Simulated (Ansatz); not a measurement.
Molecular dynamics of Be

Input:

```yaml
accuracy: low
crystal:
  lattice:
    - [6.982643, 0.0, 0.0]
    - [-3.491321, 6.047146, 0.0]
    - [0.0, 0.0, 7.294534]
  atoms:
    - { symbol: Be, position: [0.0, 0.0, 0.0] }
    - { symbol: Be, position: [0.1111111, 0.2222222, 0.25] }
    - { symbol: Be, position: [0.0, 0.0, 0.5] }
    - { symbol: Be, position: [0.1111111, 0.2222222, 0.75] }
    - { symbol: Be, position: [0.0, 0.3333333, 0.0] }
    - { symbol: Be, position: [0.1111111, 0.5555556, 0.25] }
    - { symbol: Be, position: [0.0, 0.3333333, 0.5] }
    - { symbol: Be, position: [0.1111111, 0.5555556, 0.75] }
    - { symbol: Be, position: [0.0, 0.6666667, 0.0] }
    - { symbol: Be, position: [0.1111111, 0.8888889, 0.25] }
    - { symbol: Be, position: [0.0, 0.6666667, 0.5] }
    - { symbol: Be, position: [0.1111111, 0.8888889, 0.75] }
    - { symbol: Be, position: [0.3333333, 0.0, 0.0] }
    - { symbol: Be, position: [0.4444444, 0.2222222, 0.25] }
    - { symbol: Be, position: [0.3333333, 0.0, 0.5] }
    - { symbol: Be, position: [0.4444444, 0.2222222, 0.75] }
    - { symbol: Be, position: [0.3333333, 0.3333333, 0.0] }
    - { symbol: Be, position: [0.4444444, 0.5555556, 0.25] }
    - { symbol: Be, position: [0.3333333, 0.3333333, 0.5] }
    - { symbol: Be, position: [0.4444444, 0.5555556, 0.75] }
    - { symbol: Be, position: [0.3333333, 0.6666667, 0.0] }
    - { symbol: Be, position: [0.4444444, 0.8888889, 0.25] }
    - { symbol: Be, position: [0.3333333, 0.6666667, 0.5] }
    - { symbol: Be, position: [0.4444444, 0.8888889, 0.75] }
    - { symbol: Be, position: [0.6666667, 0.0, 0.0] }
    - { symbol: Be, position: [0.7777778, 0.2222222, 0.25] }
    - { symbol: Be, position: [0.6666667, 0.0, 0.5] }
    - { symbol: Be, position: [0.7777778, 0.2222222, 0.75] }
    - { symbol: Be, position: [0.6666667, 0.3333333, 0.0] }
    - { symbol: Be, position: [0.7777778, 0.5555556, 0.25] }
    - { symbol: Be, position: [0.6666667, 0.3333333, 0.5] }
    - { symbol: Be, position: [0.7777778, 0.5555556, 0.75] }
    - { symbol: Be, position: [0.6666667, 0.6666667, 0.0] }
    - { symbol: Be, position: [0.7777778, 0.8888889, 0.25] }
    - { symbol: Be, position: [0.6666667, 0.6666667, 0.5] }
    - { symbol: Be, position: [0.7777778, 0.8888889, 0.75] }
basis:
  ecutwfc: 420.0
kpoints:
  mp_grid: { grid: [2, 2, 2] }
hamiltonian:
  xc: pbe
scf:
  occupations: { method: fermi_dirac, width: 0.24 }
  lower_state_search: "off"
md:
  timestep: 0.75
  n_steps: 70
  ensemble: nve
  temperature: 5600.0
  initial_velocities: maxwell_boltzmann
  seed: 330558
```

Launched with:

```bash
$ ansatz run input.yaml --threads 1 --pin off --max-ram 3072MiB --backend cpu --events-out ev --progress --plain --runs-dir out
```

It starts from a structure without forces on its atoms.

Output, in part (one step line in 2):

```
md step     0: t =     0.00 fs  T =  5600.0 K  F+E_penalty+E_count = -3338.21162269 eV  E_kin = 25.334960 eV  conserved = -3312.87666290 eV  (6 SCF iters)
md step     2: t =     1.50 fs  T =  5502.7 K  F+E_penalty+E_count = -3337.77221812 eV  E_kin = 24.894838 eV  conserved = -3312.87738012 eV  (6 SCF iters)
md step     4: t =     3.00 fs  T =  5207.6 K  F+E_penalty+E_count = -3336.43776612 eV  E_kin = 23.559613 eV  conserved = -3312.87815359 eV  (6 SCF iters)
md step     6: t =     4.50 fs  T =  4715.4 K  F+E_penalty+E_count = -3334.21030135 eV  E_kin = 21.332958 eV  conserved = -3312.87734346 eV  (4 SCF iters)
md step     8: t =     6.00 fs  T =  4052.9 K  F+E_penalty+E_count = -3331.20808745 eV  E_kin = 18.335513 eV  conserved = -3312.87257477 eV  (3 SCF iters)
md step    10: t =     7.50 fs  T =  3297.6 K  F+E_penalty+E_count = -3327.78205341 eV  E_kin = 14.918705 eV  conserved = -3312.86334806 eV  (6 SCF iters)
md step    12: t =     9.00 fs  T =  2578.3 K  F+E_penalty+E_count = -3324.51795971 eV  E_kin = 11.664262 eV  conserved = -3312.85369816 eV  (3 SCF iters)
md step    14: t =    10.50 fs  T =  2023.2 K  F+E_penalty+E_count = -3322.00246177 eV  E_kin = 9.153315 eV  conserved = -3312.84914712 eV  (3 SCF iters)
md step    16: t =    12.00 fs  T =  1695.7 K  F+E_penalty+E_count = -3320.52203866 eV  E_kin = 7.671461 eV  conserved = -3312.85057754 eV  (3 SCF iters)
md step    18: t =    13.50 fs  T =  1579.9 K  F+E_penalty+E_count = -3320.00229828 eV  E_kin = 7.147511 eV  conserved = -3312.85478769 eV  (3 SCF iters)
md step    20: t =    15.00 fs  T =  1617.5 K  F+E_penalty+E_count = -3320.17686628 eV  E_kin = 7.317878 eV  conserved = -3312.85898840 eV  (6 SCF iters)
md step    22: t =    16.50 fs  T =  1745.0 K  F+E_penalty+E_count = -3320.75667142 eV  E_kin = 7.894500 eV  conserved = -3312.86217184 eV  (3 SCF iters)
md step    24: t =    18.00 fs  T =  1910.2 K  F+E_penalty+E_count = -3321.50614779 eV  E_kin = 8.641913 eV  conserved = -3312.86423449 eV  (3 SCF iters)
md step    26: t =    19.50 fs  T =  2076.8 K  F+E_penalty+E_count = -3322.26080694 eV  E_kin = 9.395484 eV  conserved = -3312.86532267 eV  (3 SCF iters)
md step    28: t =    21.00 fs  T =  2223.1 K  F+E_penalty+E_count = -3322.92335422 eV  E_kin = 10.057740 eV  conserved = -3312.86561452 eV  (3 SCF iters)
md step    30: t =    22.50 fs  T =  2340.6 K  F+E_penalty+E_count = -3323.45442664 eV  E_kin = 10.589159 eV  conserved = -3312.86526786 eV  (6 SCF iters)
md step    32: t =    24.00 fs  T =  2430.8 K  F+E_penalty+E_count = -3323.86158176 eV  E_kin = 10.997060 eV  conserved = -3312.86452143 eV  (3 SCF iters)
md step    34: t =    25.50 fs  T =  2501.8 K  F+E_penalty+E_count = -3324.18213863 eV  E_kin = 11.318367 eV  conserved = -3312.86377162 eV  (3 SCF iters)
md step    36: t =    27.00 fs  T =  2562.8 K  F+E_penalty+E_count = -3324.45779699 eV  E_kin = 11.594378 eV  conserved = -3312.86341906 eV  (3 SCF iters)
md step    38: t =    28.50 fs  T =  2618.3 K  F+E_penalty+E_count = -3324.70926728 eV  E_kin = 11.845629 eV  conserved = -3312.86363785 eV  (3 SCF iters)
md step    40: t =    30.00 fs  T =  2666.0 K  F+E_penalty+E_count = -3324.92555142 eV  E_kin = 12.061355 eV  conserved = -3312.86419648 eV  (6 SCF iters)
md step    42: t =    31.50 fs  T =  2699.1 K  F+E_penalty+E_count = -3325.07585020 eV  E_kin = 12.211220 eV  conserved = -3312.86463034 eV  (3 SCF iters)
md step    44: t =    33.00 fs  T =  2712.2 K  F+E_penalty+E_count = -3325.13469856 eV  E_kin = 12.270061 eV  conserved = -3312.86463747 eV  (3 SCF iters)
md step    46: t =    34.50 fs  T =  2704.5 K  F+E_penalty+E_count = -3325.09970097 eV  E_kin = 12.235430 eV  conserved = -3312.86427136 eV  (3 SCF iters)
md step    48: t =    36.00 fs  T =  2680.4 K  F+E_penalty+E_count = -3324.99009621 eV  E_kin = 12.126291 eV  conserved = -3312.86380549 eV  (3 SCF iters)
md step    50: t =    37.50 fs  T =  2645.9 K  F+E_penalty+E_count = -3324.83354814 eV  E_kin = 11.970157 eV  conserved = -3312.86339078 eV  (6 SCF iters)
md step    52: t =    39.00 fs  T =  2606.8 K  F+E_penalty+E_count = -3324.65632662 eV  E_kin = 11.793329 eV  conserved = -3312.86299713 eV  (3 SCF iters)
md step    54: t =    40.50 fs  T =  2568.7 K  F+E_penalty+E_count = -3324.48347064 eV  E_kin = 11.620929 eV  conserved = -3312.86254130 eV  (3 SCF iters)
md step    56: t =    42.00 fs  T =  2537.4 K  F+E_penalty+E_count = -3324.34165384 eV  E_kin = 11.479508 eV  conserved = -3312.86214570 eV  (3 SCF iters)
md step    58: t =    43.50 fs  T =  2517.5 K  F+E_penalty+E_count = -3324.25155294 eV  E_kin = 11.389378 eV  conserved = -3312.86217482 eV  (3 SCF iters)
md step    60: t =    45.00 fs  T =  2507.7 K  F+E_penalty+E_count = -3324.20786600 eV  E_kin = 11.344939 eV  conserved = -3312.86292696 eV  (6 SCF iters)
md step    62: t =    46.50 fs  T =  2498.2 K  F+E_penalty+E_count = -3324.16610942 eV  E_kin = 11.301965 eV  conserved = -3312.86414471 eV  (3 SCF iters)
md step    64: t =    48.00 fs  T =  2474.1 K  F+E_penalty+E_count = -3324.05817959 eV  E_kin = 11.193057 eV  conserved = -3312.86512227 eV  (3 SCF iters)
md step    66: t =    49.50 fs  T =  2424.0 K  F+E_penalty+E_count = -3323.83176192 eV  E_kin = 10.966487 eV  conserved = -3312.86527443 eV  (3 SCF iters)
md step    68: t =    51.00 fs  T =  2346.9 K  F+E_penalty+E_count = -3323.48234616 eV  E_kin = 10.617752 eV  conserved = -3312.86459450 eV  (2 SCF iters)
md step    70: t =    52.50 fs  T =  2252.6 K  F+E_penalty+E_count = -3323.05432467 eV  E_kin = 10.190844 eV  conserved = -3312.86348092 eV  (6 SCF iters)
```

The run went to its last step. The conserved energy stayed within 0.76 meV per atom of its start (net change 0.37 meV per atom), so the integration is sound. The temperature averaged 0.46 of the 5600 K drawn at the start: a run that starts near a minimum puts about half its kinetic energy into the potential. A run of 0.052 ps of so small a system gives no equilibrium averages. Limits of this set-up: coarse k mesh, low accuracy level.

Mean squared displacements from the first frame to the last, about the centre of mass: Be 0.34 Å².

Last frame:

```xyz
36
Lattice="6.9826 0.0000 0.0000 -3.4913 6.0471 0.0000 0.0000 0.0000 7.2945" Properties=species:S:1:pos:R:3
Be 0.227 0.199 0.148
Be 0.059 1.443 1.561
Be -0.074 -0.457 3.649
Be -0.446 0.907 5.188
Be -1.374 2.304 -0.093
Be -1.519 3.392 1.670
Be -1.265 2.512 3.592
Be -1.045 3.856 5.342
Be -2.659 4.148 -0.075
Be -1.818 5.560 2.730
Be -2.784 3.934 3.792
Be -2.579 5.490 5.526
Be 2.269 -0.247 -0.269
Be 2.066 1.421 2.025
Be 3.139 0.198 3.718
Be 3.067 1.167 5.251
Be 1.314 1.543 0.048
Be 1.229 3.038 1.740
Be 0.987 1.098 3.874
Be 0.600 2.665 5.125
Be -0.276 4.084 0.248
Be 0.354 5.586 1.668
Be -0.320 4.193 3.435
Be 0.646 4.746 5.438
Be 4.877 0.188 -0.216
Be 4.814 1.371 1.895
Be 5.081 0.474 4.139
Be 4.777 2.221 5.390
Be 3.580 2.284 -0.083
Be 3.295 3.438 2.097
Be 3.554 1.986 3.471
Be 2.543 2.960 5.640
Be 2.390 4.441 0.308
Be 2.525 5.519 1.897
Be 2.010 4.030 3.359
Be 2.650 5.061 5.249
```

The run took 9.1 min on 1 thread of Arm Neoverse V1, with other jobs on the host, peak memory 0.64 GiB.
